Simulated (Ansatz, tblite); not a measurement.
**Be13O13 zinc blende bond sphere (Be₁₃O₁₃): rung by rung**

Aim: run the singlet of Be13O13 zinc blende bond sphere (Be₁₃O₁₃) at one geometry on many levels, and compare frontier levels, spin and run time.

Computed with Ansatz 0.2.0, Gaussian basis. Level: as each input shows.

Levels to be run: GFN1-xTB, GFN2-xTB, PBE-D4/def2-TZVP, r2SCAN-D4/def2-TZVP, B3LYP-D4/def2-TZVP, CAM-B3LYP-D4/def2-TZVP, HSE06-D4/def2-TZVP, PBE-D4/def2-SVP, PBE0-D4/def2-SVP, HF/6-31G, B3LYP-D4/6-31G, CCSD(T)/def2-SVP, RPA/def2-SVP.

**1. The relaxed structure**

The geometry is that of the singlet, from an earlier relaxation (PBE-D4/def2-SVP).

26 atoms, charge 0, spin multiplicity 1.

Bond lengths: O1–Be14 1.601 Å, O1–Be15 1.601 Å, O1–Be17 1.626 Å, O2–Be14 1.761 Å, O2–Be16 1.453 Å, O2–Be18 1.596 Å, O3–Be14 1.476 Å, O3–Be19 1.476 Å, O4–Be17 1.626 Å, O4–Be19 1.601 Å, O4–Be20 1.601 Å, O5–Be18 1.596 Å, O5–Be19 1.761 Å, O5–Be21 1.453 Å, O6–Be15 1.761 Å, O6–Be16 1.453 Å, O6–Be22 1.596 Å, O7–Be15 1.476 Å and more. Angles: Be14–O1–Be15 131.9°, Be14–O1–Be17 110.5°, Be15–O1–Be17 110.5°, Be14–O2–Be16 102.4°, Be14–O2–Be18 94.8°, Be16–O2–Be18 104.5°, Be14–O3–Be19 96.7°, Be17–O4–Be19 110.5°, Be17–O4–Be20 110.5°, Be19–O4–Be20 131.9°, Be18–O5–Be19 94.8°, Be18–O5–Be21 104.5°, Be19–O5–Be21 102.4°, Be15–O6–Be16 102.4°, Be15–O6–Be22 94.8°, Be16–O6–Be22 104.5°, Be15–O7–Be23 96.6°, Be17–O8–Be23 110.5° and more.

PBE0-D4/def2-TZVP was run before; its log isn't repeated, and its numbers join the tables.

**2. GFN1-xTB**

Tight binding, by tblite at 300 K electronic temperature and without a spin-polarisation term:

```python
tblite.interface.Calculator('GFN1-xTB', numbers, positions, charge=0, uhf=0).singlepoint()
```

Energy -1964.2224 eV, HOMO -9.06 eV, LUMO -6.20 eV; 0.045 s.

**3. GFN2-xTB**

Tight binding, by tblite at 300 K electronic temperature and without a spin-polarisation term:

```python
tblite.interface.Calculator('GFN2-xTB', numbers, positions, charge=0, uhf=0).singlepoint()
```

Energy -1718.5957 eV, HOMO -11.29 eV, LUMO -8.27 eV; 0.072 s.

**4. PBE-D4/def2-TZVP**

start.molden holds the orbitals of an earlier run on this state, given as this run's starting guess.

File in.yaml:

```yaml
crystal:
  periodic: [false, false, false]
  atoms:
    - {symbol: O, position_ang: [-1.374302, -1.371305, -0.597105]}
    - {symbol: O, position_ang: [-1.423036, 0.539854, -2.460100]}
    - {symbol: O, position_ang: [-3.356090, 0.511312, -0.502599]}
    - {symbol: O, position_ang: [-1.369119, 0.600958, 1.374795]}
    - {symbol: O, position_ang: [-1.417986, 2.463712, -0.536593]}
    - {symbol: O, position_ang: [0.533522, -1.419285, -2.463487]}
    - {symbol: O, position_ang: [0.505572, -3.356077, -0.509722]}
    - {symbol: O, position_ang: [0.601061, -1.372637, 1.371325]}
    - {symbol: O, position_ang: [2.460519, -1.420572, -0.543509]}
    - {symbol: O, position_ang: [0.892940, 0.893470, -0.895969]}
    - {symbol: O, position_ang: [0.543699, 2.462350, 1.417422]}
    - {symbol: O, position_ang: [2.465658, 0.537300, 1.414001]}
    - {symbol: O, position_ang: [0.515730, 0.509030, 3.354649]}
    - {symbol: Be, position_ang: [-2.378095, -0.306449, -1.246647]}
    - {symbol: Be, position_ang: [-0.312096, -2.375463, -1.250425]}
    - {symbol: Be, position_ang: [-0.492152, -0.486309, -2.897458]}
    - {symbol: Be, position_ang: [-0.846301, -0.846352, 0.848718]}
    - {symbol: Be, position_ang: [-0.597301, 1.402702, -1.401412]}
    - {symbol: Be, position_ang: [-2.373997, 1.252929, 0.312452]}
    - {symbol: Be, position_ang: [-0.302582, 1.251674, 2.376038]}
    - {symbol: Be, position_ang: [-0.483276, 2.898820, 0.487046]}
    - {symbol: Be, position_ang: [1.399156, -0.596682, -1.404643]}
    - {symbol: Be, position_ang: [1.249777, -2.376552, 0.306066]}
    - {symbol: Be, position_ang: [1.255210, -0.308892, 2.373324]}
    - {symbol: Be, position_ang: [2.899109, -0.488621, 0.481096]}
    - {symbol: Be, position_ang: [1.404393, 1.401095, 0.592748]}
basis:
  gaussian: {orbitals: def2-TZVP, fitting: {mean_field: def2-universal-jkfit}, initial_orbitals: start.molden}
hamiltonian: {xc: pbe, dispersion: d4}
scf: {omitted_lower_state_checks: [starts]}
output: {orbitals: {seedname: orbitals}}
```

The run is started by

```console
> ansatz run in.yaml --threads 2 --pin off --events-out ev --progress --plain --max-ram 20480MiB --backend cuda --devices 0, --max-vram 18GiB
```

The runs that follow: r2SCAN-D4/def2-TZVP; B3LYP-D4/def2-TZVP; CAM-B3LYP-D4/def2-TZVP; HSE06-D4/def2-TZVP; PBE-D4/def2-SVP; PBE0-D4/def2-SVP; HF/6-31G; B3LYP-D4/6-31G; CCSD(T)/def2-SVP; RPA/def2-SVP.

Q: Predict the results of all the runs planned. Wanted: gap in def2-TZVP, named functionals, smallest and largest; correlation energy, CCSD(T)/def2-SVP; binding an atom, CCSD(T)/def2-SVP; PBE0 total energy, smallest basis above largest.

The runs gave:

| quantity | value |
| --- | --- |
| gap in def2-TZVP, named functionals, smallest and largest | 2.70 eV (PBE-D4), 7.14 eV (CAM-B3LYP-D4) |
| correlation energy, CCSD(T)/def2-SVP | -78.37 eV |
| binding an atom, CCSD(T)/def2-SVP | 4.655 eV |
| PBE0 total energy, smallest basis above largest | 38.49 eV (def2-SVP, def2-TZVP) |

Over the named functionals in def2-TZVP the gap runs from 2.70 eV (PBE-D4) to 7.14 eV (CAM-B3LYP-D4); exact exchange widens it. A small miss in a minimal or small basis is a cancelling of errors, not accuracy. The functionals in def2-TZVP miss CCSD(T)/def2-SVP by +0.583 (PBE0-D4) to +0.759 eV (PBE-D4) an atom. The yardstick is in a double-zeta basis, so levels in larger sets aren't compared like for like. CCSD(T)/def2-SVP isn't at the basis-set limit; small misses against it rank nothing.
